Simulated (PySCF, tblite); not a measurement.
# C7H4F2O: geometry, infrared bands and NMR shifts

What infrared bands and NMR shifts should C7H4F2O (`O=C(F)c1ccccc1F`) show?

Computed with tblite 0.8.0 and PySCF 2.14.0, with density-fitted response routines of our own, on a single molecule in the gas phase. Atoms count from 0, in the outputs and in this text.

**1. The molecule as given**

14 atoms, charge 0, multiplicity 1; geometry from: force field or distance geometry start.

Bonds of the start (Å): O0–C1 1.22, C1–F2 1.35, C1–C3 1.47, C3–C4 1.39, C4–C5 1.40, C5–C6 1.39, C6–C7 1.40, C7–C8 1.39, C8–F9 1.33, C8–C3 1.40, C4–H10 1.09, C5–H11 1.09, C6–H12 1.09, C7–H13 1.09.

**2. Relaxing the molecule with GFN2-xTB**

The job: settings as JSON, then the geometry in Å.

```
{"job": {"kind": "relax", "xc": "GFN2-xTB", "basis": "xTB"}, "charge": 0, "multiplicity": 1}
O      2.997200     1.065600    -0.173700
C      2.320000     0.051500    -0.095500
F      2.996200    -1.119000    -0.032700
C      0.855900     0.042500    -0.042400
C      0.141900     1.237300    -0.076900
C     -1.257800     1.220800    -0.037200
C     -1.933000     0.009800     0.061400
C     -1.213800    -1.186900     0.119600
C      0.177100    -1.175000     0.066700
F      0.825000    -2.339500     0.120000
H      0.666200     2.187200    -0.163800
H     -1.813300     2.152500    -0.072000
H     -3.026000    -0.004400     0.113900
H     -1.736300    -2.142600     0.190300
```

Run with:

```sh
$ OMP_NUM_THREADS=1 python probes_run.py task.json out
```

This one command runs all jobs of the session in turn.

**Question.** This job is followed by: GFN2-xTB harmonic vibrations, gas phase; GIAO PBE0/pcSseg-1 NMR shielding, non-relativistic, gas phase. Predict these results of the whole session: strongest single infrared mode (GFN2-xTB); zero-point energy (GFN2-xTB); 13C shifts against TMS (PBE0/pcSseg-1); 1H shifts against TMS (PBE0/pcSseg-1); 17O shifts against H2O (PBE0/pcSseg-1); 19F shifts against CFCl3 (PBE0/pcSseg-1); surface potential, 1st and 99th percentile.

As calculated:

| quantity | value |
| --- | --- |
| strongest single infrared mode (GFN2-xTB) | 1813 cm⁻¹, 506 km/mol |
| zero-point energy (GFN2-xTB) | 57.0 kcal/mol |
| 13C shifts against TMS (PBE0/pcSseg-1) | 174.1, 165.0, 143.7, 143.0, 129.5, 123.5, 117.9 ppm |
| 1H shifts against TMS (PBE0/pcSseg-1) | 8.60, 7.95, 7.58, 7.49 ppm |
| 17O shifts against H2O (PBE0/pcSseg-1) | 436.6 ppm |
| 19F shifts against CFCl3 (PBE0/pcSseg-1) | 36.3, -103.2 ppm |
| surface potential, 1st and 99th percentile | -1.42 V and 1.37 V |

Relaxing lowered the energy by 0.138 eV in 21 steps; the close pair that moved most is O0–C1, from 1.222 to 1.186 Å. No mode is imaginary among the 36: a minimum at this level. The strongest single mode, at 1813 cm⁻¹, moves mainly C1 and O0. Unscaled tight-binding wavenumbers are off by several per cent, some by more. Its intensities can rank the bands wrongly. At PBE0/pcSseg-1: The widest tensor belongs to O0: span 607 ppm, with a paramagnetic part of -502 ppm. NICS(1)zz of -26 ppm above the planar ring from C3 marks a diatropic (aromatic) ring current. At PBE0/pcSseg-1, counted by nearest atom on the grid, the HOMO lies on C5, C8 about 24 % each; C7 14 %, the LUMO on C1, C6 about 17 % each; C3, C4 about 12 % each.
